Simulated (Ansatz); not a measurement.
# Li2Pd: the cost of one run

Method: DFT LDA, scalar-relativistic, in Ansatz 0.2.0.

### 1 Starting point

It takes space group P6/mmm (No. 191, hexagonal). The conventional cell has a = 4.227 Å, b = 4.227 Å, c = 2.732 Å, α = 90.00°, β = 90.00°, γ = 120.00°. Around Li (site symmetry -6m2) lie 5 Li at 2.44 to 2.73 Å and 6 Pd at 2.80 Å. Pd (site symmetry 6/mmm) is surrounded by 2 Pd at 2.73 Å and 12 Li at 2.80 Å.

Structure file:

```xyz
3
Lattice="4.2267 0.0000 0.0000 -2.1134 3.6604 0.0000 0.0000 0.0000 2.7319" Properties=species:S:1:pos:R:3 pbc="T T T"
Li    0.0000    2.4403    1.3659
Li    2.1134    1.2201    1.3659
Pd    0.0000    0.0000    0.0000
```

Atoms are numbered in the order of the input: Li1, Li2, Pd3.

### 2 After the deformation

Space group P6/mmm before, P6/mmm after.

### 3 All-electron LAPW

Input file input.yaml:

```yaml
crystal:
  lattice:
    - [4.2267001844, 0.0, 0.0]
    - [-2.1133500922, 3.6604297339, 0.0]
    - [0.0, 0.0, 2.677262]
  atoms:
    - { symbol: Li, position: [0.3333333333, 0.6666666667, 0.5] }
    - { symbol: Li, position: [0.6666666667, 0.3333333333, 0.5] }
    - { symbol: Pd, position: [0.0, 0.0, 0.0] }
kpoints:
  mp_grid: { grid: [11, 11, 15] }
  band_path:
    path:
      - [0.0, 0.0, 0.0]
      - [0.5, 0.0, 0.0]
      - [0.3333333333, 0.3333333333, 0.0]
      - [0.0, 0.0, 0.0]
      - [0.0, 0.0, 0.5]
      - [0.5, 0.0, 0.5]
      - [0.3333333333, 0.3333333333, 0.5]
      - [0.0, 0.0, 0.5]
      - [0.5, 0.0, 0.5]
    npoints: 5
scf:
  occupations: { method: fermi_dirac, width: 0.08 }
hamiltonian:
  xc: lda
  pseudopotentials: { kind: all_electron, lapw: { basis_error: 0.0005 } }
output:
  forces: true
  stress: true
  eigenvalues: true
```

Run with:

```sh
> ansatz run input.yaml --threads 1 --pin off --max-ram 4096MiB --backend cpu --events-out ev --progress --plain --runs-dir out
```

Q: Estimate wall time and peak memory on 1 thread of Intel Xeon 6975P-C (Granite Rapids), shared host.

About 20 s, with a peak of 0.64 GiB.
